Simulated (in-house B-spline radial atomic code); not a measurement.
# Pr⁴⁶⁺: Hartree-Fock with and without relativity

Aim: what relativity does to the energy, levels and radii of Pr⁴⁶⁺.

Program: in-house B-spline radial atomic code version 1. Level of theory: Hartree-Fock averaged over the configuration, non-relativistic (point nucleus) and Dirac-Coulomb (finite nucleus); spherical all-electron atom at the radial basis limit. These are calculated values, not measurements, unless marked.

## (1) Starting point

* element: praseodymium (Z = 59)
* charge: +46
* electrons: 13
* configuration: [Ne] 3s2 3p1
* nucleus: point (non-relativistic run); Fermi, rms radius 4.892 fm (Dirac runs)

Outer shells as boxes (Hund's rule):

[Ne] 3s2 3p1
```
[Ne] core
3s [↑↓]
3p [↑ ][  ][  ]
```

The boxes draw the filling by Hund's rule, which heavy ions in jj coupling don't follow; these runs average over all states of the configuration.

## (2) Non-relativistic run

The run's settings:

```ini
Z = 59
electrons = 13.0
configuration = [Ne] 3s2 3p1
hamiltonian = nr
method = hf
spin_polarised = False
```

## (3) Dirac-Coulomb run

The run's settings:

```ini
Z = 59
electrons = 13.0
configuration = [Ne] 3s2 3p1
hamiltonian = dirac
method = hf
spin_polarised = False
nucleus = fermi
rms_radius = 4.8919
mass_number = 141
atomic_mass = 140.907659604
speed_of_light = 137.035999084
```

## (4) Dirac-Coulomb run in the lowest jj configuration, 1s2 2s2 2p6 3s2 3p-1

In configurations, a minus sign after the shell means j = l − 1/2 and a plus sign j = l + 1/2; the count of electrons follows.

Settings: those of step 3 with these lines changed.

```diff
@@ -2,3 +2,3 @@
 electrons = 13.0
-configuration = [Ne] 3s2 3p1
+configuration = 1s2 2s2 2p6 3s2 3p-1
 hamiltonian = dirac
```

**Question.** How much does each shell's level and mean radius change with the Dirac Hamiltonian, and the total energy?

As calculated:

Levels and radii; the Dirac values are averaged over j with the occupations as weights.

| shell | ε non-rel. (eV) | ε Dirac (eV) | <r> non-rel. (bohr) | <r> Dirac (bohr) | change of <r> (%) |
| --- | --- | --- | --- | --- | --- |
| 1s | -43221.5 | -45377.2 | 0.02571 | 0.02407 | -6.39 |
| 2s | -9280.10 | -9868.42 | 0.1079 | 0.1007 | -6.69 |
| 2p | -8964.28 | -9173.20 | 0.09180 | 0.08860 | -3.49 |
| 3s | -3765.40 | -3944.56 | 0.2570 | 0.2444 | -4.90 |
| 3p | -3672.37 | -3752.42 | 0.2434 | 0.2369 | -2.68 |

What this shows: The total energy moves by -298.03 hartree, or -4.3 %, between the two Hamiltonians (nuclear size included). First-order perturbation theory (mass-velocity plus Darwin) gives -266.26 hartree, which is 89 % of the full shift. Averaged over j, the 2s shell contracts most (-6.69 %). Spin-orbit coupling splits the 3p level by 127.50 eV and the 2p level by 499.74 eV. The lowest jj configuration lies 85.003 eV below the average over the whole configuration. Breit terms add 6.43 hartree and QED terms 5.14 hartree.
